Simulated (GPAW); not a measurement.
Set up this calculation in GPAW 26.7.0, as an ASE script.

```yaml
Task: band structure
Functional: LDA
Potentials_or_basis: the program's PAW data sets (release 1.2.1) made for this functional
Cutoff: 600 eV
Basis: pw
k_mesh: 6 × 6 × 6
Occupations: fermi-dirac, width 0.05 eV
Spin: collinear spin, ferromagnetic start
Starting_moments: "[0.0, 0.0, 0.0, 2.0] μB"
Maxiter: 150
Band_path: GXMGRX,MR
Band_points: 60
```

CoW3:

```
W Co
1.0
     3.90735    0.00000    0.00000
     0.00000    3.90735    0.00000
     0.00000    0.00000    3.90735
W Co
3 1
Direct
  0.50000 0.50000 0.00000
  0.50000 0.00000 0.50000
  0.00000 0.50000 0.50000
  0.00000 0.00000 0.00000
```

The cell comes from a database or a generator and needn't be the stable form of this composition.

One way to write it, as run:

run.py

```python
from ase import Atoms
from ase.dft.bandgap import bandgap
from ase.io import write
from ase.units import GPa
from gpaw import GPAW, PW

atoms = Atoms(['W', 'W', 'W', 'Co'],
              cell=[[3.907351, 0.0, 0.0],
                    [0.0, 3.907351, 0.0],
                    [0.0, 0.0, 3.907351]],
              scaled_positions=[[0.5, 0.5, 0.0],
                                [0.5, 0.0, 0.5],
                                [0.0, 0.5, 0.5],
                                [0.0, 0.0, 0.0]],
              pbc=True)
atoms.set_initial_magnetic_moments([0.0, 0.0, 0.0, 2.0])

calc = GPAW(mode=PW(600),
            xc='LDA',
            kpts={'size': (6, 6, 6), 'gamma': True},
            occupations={'name': 'fermi-dirac', 'width': 0.05},
            nbands=46,
            convergence={'density': 1e-05, 'energy': 1e-05},
            maxiter=150,
            txt='gpaw.txt')
atoms.calc = calc
energy = atoms.get_potential_energy()
forces = atoms.get_forces()
stress = atoms.get_stress()
calc.write('gs.gpw')
write('result.traj', atoms)
print(f'Energy: {energy:.6f} eV')
print('Forces (eV/A):')
print(forces.round(4))
print('Stress (GPa):', (stress / GPa).round(3))
print('Moments:', calc.get_magnetic_moments().round(3))
print('Fermi level:', round(calc.get_fermi_level(), 4), 'eV')
print(f'Gap: {bandgap(calc)[0]:.4f} eV, direct: {bandgap(calc, direct=True)[0]:.4f} eV')

path = atoms.cell.bandpath('GXMGRX,MR', npoints=60, eps=1e-4)
bs_calc = calc.fixed_density(kpts=path, symmetry='off', nbands=64,
                             convergence={'bands': 'CBM+6.0', 'eigenstates': 1e-6}, txt='bands.txt')
bs = bs_calc.band_structure()
bs.write('bs.json')
print(f'Gap on the path: {bandgap(bs_calc)[0]:.4f} eV')
```

Potentials or basis: the program's PAW data sets (release 1.2.1) made for this functional, pw.

Run with:

```console
$ OMP_NUM_THREADS=1 python run.py
```

It gave:

| Quantity | Value |
| --- | --- |
| Pressure | -17.0 GPa |
| Band gap along the path | none (metal or under the smearing width) |
| Net moment | 0.08 μB per cell |
| Site moments | W +0.00; Co +0.07 μB |

Caveat: spin-orbit coupling is left out, which moves the levels of the heavy elements.

Wall time 5.8 min on 1 thread of Arm Neoverse V1, with other jobs on the host, peak memory 0.55 GiB.
